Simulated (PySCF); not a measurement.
**C3H4FIn (SMILES C#[C][In]([CH3])[F]): MP2/ma-def2-SVP (core potential)**

Aim: the vertical ionisation energy of C3H4FIn at MP2/ma-def2-SVP (core potential), from 2 runs. Input form: a Python script.

The results are computed with PySCF 2.14.0.

### 1 The structure to begin with

C3H4FIn: 9 atoms, total charge 0, spin state singlet. SMILES: `C#[C][In]([CH3])[F]`. Geometry: a GFN2-xTB relaxation, a rough one for these elements and not checked as a minimum.

Bond lengths: C1–C2 1.203 Å, C2–In3 2.151 Å, In3–C4 2.221 Å, In3–F5 1.974 Å, C1–H6 1.056 Å, C4–H7 1.085 Å, C4–H8 1.086 Å, C4–H9 1.087 Å. Some angles: C1–C2–In3 176.3°, C2–In3–C4 143.6°, C2–In3–F5 108.6°, C4–In3–F5 107.8°, C2–C1–H6 179.1°, In3–C4–H7 110.8°, In3–C4–H8 108.5°, In3–C4–H9 103.9°, H7–C4–H8 110.9°, H7–C4–H9 111.7°.

### 2 A single-point energy at MP2/ma-def2-SVP (core potential)

The input, calc.py:

```python
from pyscf import gto, scf, mp

system = gto.Mole()
system.atom = '''
C   -2.281970   1.789300   1.457950
C   -1.433500   1.199270   0.841810
In   0.069600   0.239130  -0.360800
C    1.422820  -1.518870  -0.461950
F    0.348780   1.310680  -1.995500
H   -3.027270   2.295460   2.009450
H    0.937800  -2.401530  -0.057890
H    2.329640  -1.287610   0.089730
H    1.634100  -1.625810  -1.522790
'''
system.basis = 'ma-def2-svp'
system.max_memory = 1860
system.ecp = {'In': 'def2-svp'}
system.spin = 0
system.verbose = 4
system.build()

mf = scf.RHF(system)
mf.conv_tol = 1e-10
mf.kernel()
if not mf.converged:
    mf = mf.newton().run(mf.mo_coeff, mf.mo_occ)

pt = mp.MP2(mf, frozen=8).run()
etot = pt.e_tot
print('Final energy', etot)
```

Started as:

```sh
OMP_NUM_THREADS=1 python calc.py
```

The log of the run:

```text
PySCF version 2.14.0

[INPUT] num. atoms = 9
[INPUT] num. electrons = 52
[INPUT] charge = 0
[INPUT] spin (= nelec alpha-beta = 2S) = 0
[INPUT] symmetry False subgroup None
[INPUT] Mole.unit = angstrom
[INPUT] Symbol           X                Y                Z      unit          X                Y                Z       unit  Magmom
[INPUT]  1 C     -2.281970000000   1.789300000000   1.457950000000 AA   -4.312298324474   3.381286954684   2.755126203310 Bohr   0.0
[INPUT]  2 C     -1.433500000000   1.199270000000   0.841810000000 AA   -2.708922399564   2.266291849407   1.590790348920 Bohr   0.0
[INPUT]  3 In     0.069600000000   0.239130000000  -0.360800000000 AA    0.131524938270   0.451890208167  -0.681813185743 Bohr   0.0
[INPUT]  4 C      1.422820000000  -1.518870000000  -0.461950000000 AA    2.688740124554  -2.870248318818  -0.872958983243 Bohr   0.0
[INPUT]  5 F      0.348780000000   1.310680000000  -1.995500000000 AA    0.659098677726   2.476826236945  -3.770948481570 Bohr   0.0
[INPUT]  6 H     -3.027270000000   2.295460000000   2.009450000000 AA   -5.720711205112   4.337790729894   3.797310161007 Bohr   0.0
[INPUT]  7 H      0.937800000000  -2.401530000000  -0.057890000000 AA    1.772185159617  -4.538233979927  -0.109396245351 Bohr   0.0
[INPUT]  8 H      2.329640000000  -1.287610000000   0.089730000000 AA    4.402381568832  -2.433230255251   0.169565125157 Bohr   0.0
[INPUT]  9 H      1.634100000000  -1.625810000000  -1.522790000000 AA    3.088001460152  -3.072335630579  -2.877656045226 Bohr   0.0

nuclear repulsion = 216.942878706959
number of shells = 52
number of NR pGTOs = 193
number of NR cGTOs = 110
basis = ma-def2-svp
ecp = {'In': 'def2-svp'}

******** <class 'pyscf.scf.hf.RHF'> ********
method = RHF
initial guess = minao
damping factor = 0
level_shift factor = 0
DIIS = <class 'pyscf.scf.diis.CDIIS'>
diis_start_cycle = 1
diis_space = 8
diis_damp = 0
SCF conv_tol = 1e-10
SCF conv_tol_grad = None
SCF max_cycles = 50
direct_scf = True
direct_scf_tol = 1e-13
Set gradient conv threshold to 1e-05
Initial guess from minao.
init E= -382.559713178185
  HOMO = -0.580503156570333  LUMO = -0.442036509460157  gap/eV = 3.76787
cycle= 1 E= -403.622221889418  delta_E= -21.1  |g|= 1.62  |ddm|= 16.2
  HOMO = -0.24733912436823  LUMO = 0.0180186470064915  gap/eV = 7.22075
cycle= 2 E= -404.141917787743  delta_E= -0.52  |g|= 1.01  |ddm|= 10.6
  HOMO = -0.382114429970599  LUMO = 0.0232528392206427  gap/eV = 11.03061
cycle= 3 E= -404.352204244532  delta_E= -0.21  |g|= 0.173  |ddm|= 1.85
  HOMO = -0.399115651083953  LUMO = 0.0241335232570665  gap/eV = 11.51720
cycle= 4 E= -404.360136268818  delta_E= -0.00793  |g|= 0.0728  |ddm|= 0.341
  HOMO = -0.406884382480341  LUMO = 0.0227723377167763  gap/eV = 11.69155
cycle= 5 E= -404.361751484116  delta_E= -0.00162  |g|= 0.0141  |ddm|= 0.196
  HOMO = -0.40465221848701  LUMO = 0.0232414739344399  gap/eV = 11.64358
cycle= 6 E= -404.36187572689  delta_E= -0.000124  |g|= 0.00658  |ddm|= 0.0597
  HOMO = -0.404998428081661  LUMO = 0.0230524121193631  gap/eV = 11.64786
cycle= 7 E= -404.361891114368  delta_E= -1.54e-05  |g|= 0.00181  |ddm|= 0.0129
  HOMO = -0.405307412090443  LUMO = 0.0229745506108757  gap/eV = 11.65415
cycle= 8 E= -404.361893386826  delta_E= -2.27e-06  |g|= 0.000661  |ddm|= 0.00591
  HOMO = -0.405225512945618  LUMO = 0.0229648592812857  gap/eV = 11.65165
cycle= 9 E= -404.361893715656  delta_E= -3.29e-07  |g|= 0.000158  |ddm|= 0.00247
  HOMO = -0.405235231519396  LUMO = 0.0229696875575573  gap/eV = 11.65205
cycle= 10 E= -404.361893738875  delta_E= -2.32e-08  |g|= 6.72e-05  |ddm|= 0.000518
  HOMO = -0.405249663344329  LUMO = 0.0229701346738098  gap/eV = 11.65245
cycle= 11 E= -404.361893744051  delta_E= -5.18e-09  |g|= 3.44e-05  |ddm|= 0.000193
  HOMO = -0.40524670246249  LUMO = 0.0229703530438747  gap/eV = 11.65238
cycle= 12 E= -404.361893745708  delta_E= -1.66e-09  |g|= 1.7e-05  |ddm|= 9.36e-05
  HOMO = -0.405247637260287  LUMO = 0.0229712337073314  gap/eV = 11.65243
cycle= 13 E= -404.361893746259  delta_E= -5.51e-10  |g|= 6.88e-06  |ddm|= 6.35e-05
  HOMO = -0.405247841394685  LUMO = 0.0229710815133152  gap/eV = 11.65243
cycle= 14 E= -404.361893746323  delta_E= -6.41e-11  |g|= 2.33e-06  |ddm|= 2.78e-05
  HOMO = -0.405247600315475  LUMO = 0.0229711844974836  gap/eV = 11.65243
Extra cycle  E= -404.361893746326  delta_E= -3.07e-12  |g|= 1.6e-06  |ddm|= 6.85e-06
converged SCF energy = -404.361893746326

******** <class 'pyscf.mp.mp2.RMP2'> ********
nocc = 18, nmo = 102
frozen orbitals 8
E(RMP2) = -405.010025380403  E_corr = -0.648131634077315
E(SCS-RMP2) = -404.992865001358  E_corr = -0.630971255031591
E_corr(same-spin) = -0.169369275993678
E_corr(oppo-spin) = -0.478762358083638
Final energy -405.01002538040336
```

Wall time 3.9 s (1 thread of Arm Neoverse V2, shared host); peak memory 0.34 GiB.

### 3 The doublet cation, same level

The input, mol.xyz:

```xyz
9

C     -2.281970     1.789300     1.457950
C     -1.433500     1.199270     0.841810
In     0.069600     0.239130    -0.360800
C      1.422820    -1.518870    -0.461950
F      0.348780     1.310680    -1.995500
H     -3.027270     2.295460     2.009450
H      0.937800    -2.401530    -0.057890
H      2.329640    -1.287610     0.089730
H      1.634100    -1.625810    -1.522790
```

The input, input.py:

```python
from pyscf import gto, mp

mol = gto.Mole()
mol.atom = 'mol.xyz'
mol.verbose = 3
mol.spin = 1
mol.charge = 1
mol.ecp = {'In': 'def2-svp'}
mol.basis = 'ma-def2-svp'
mol.max_memory = 1860
mol.build()

hf = mol.UHF()
hf.conv_tol = 1e-10
hf.kernel()
if not hf.converged:
    hf = hf.newton().run(hf.mo_coeff, hf.mo_occ)

pt = mp.MP2(hf, frozen=8).run()
e_final = pt.e_tot
print('E(%s) = %.9f' % ('MP2', e_final))
```

Started as:

```sh
OMP_NUM_THREADS=1 python input.py
```

The log of the run:

```text
converged SCF energy = -404.018035465991  <S^2> = 0.7551348  2S+1 = 2.0051282
E(UMP2) = -404.612645889835  E_corr = -0.594610423844408
E(SCS-UMP2) = -404.599610801016  E_corr = -0.581575335025236
E(MP2) = -404.612645890
```

It took 11 s on 1 thread of Arm Neoverse V2, shared host; peak memory 0.38 GiB.

### 4 What came out

At MP2/ma-def2-SVP (core potential), 8 core orbitals frozen:

| quantity | value |
| --- | --- |
| singlet C3H4FIn: total energy | -405.01003 Eh |
| singlet C3H4FIn: dipole moment (Hartree–Fock density) | 4.02 D |
| singlet C3H4FIn: HOMO energy (Hartree–Fock orbitals) | -11.03 eV |
| singlet C3H4FIn: LUMO energy (Hartree–Fock orbitals) | 0.63 eV |
| singlet C3H4FIn: HOMO–LUMO gap (Hartree–Fock orbitals) | 11.65 eV |
| singlet C3H4FIn: correlation energy (8 core orbitals frozen) | -648.1 mEh |
| doublet cation: total energy | -404.61265 Eh |
| doublet cation: HOMO energy (Hartree–Fock orbitals) (highest over α and β) | -15.54 eV |
| doublet cation: LUMO energy (Hartree–Fock orbitals) (lowest over α and β) | -7.86 eV |
| doublet cation: correlation energy (8 core orbitals frozen) | -594.6 mEh |
| doublet cation: ⟨S²⟩ of the reference determinant | 0.755 |
| vertical ionisation energy (to the doublet cation) | 10.813 eV |

Removing an electron at fixed nuclei costs 10.81 eV (249 kcal/mol). Mulliken charges (doublet cation) of the mean-field density run from -0.82 on C4 to +1.27 on In3.
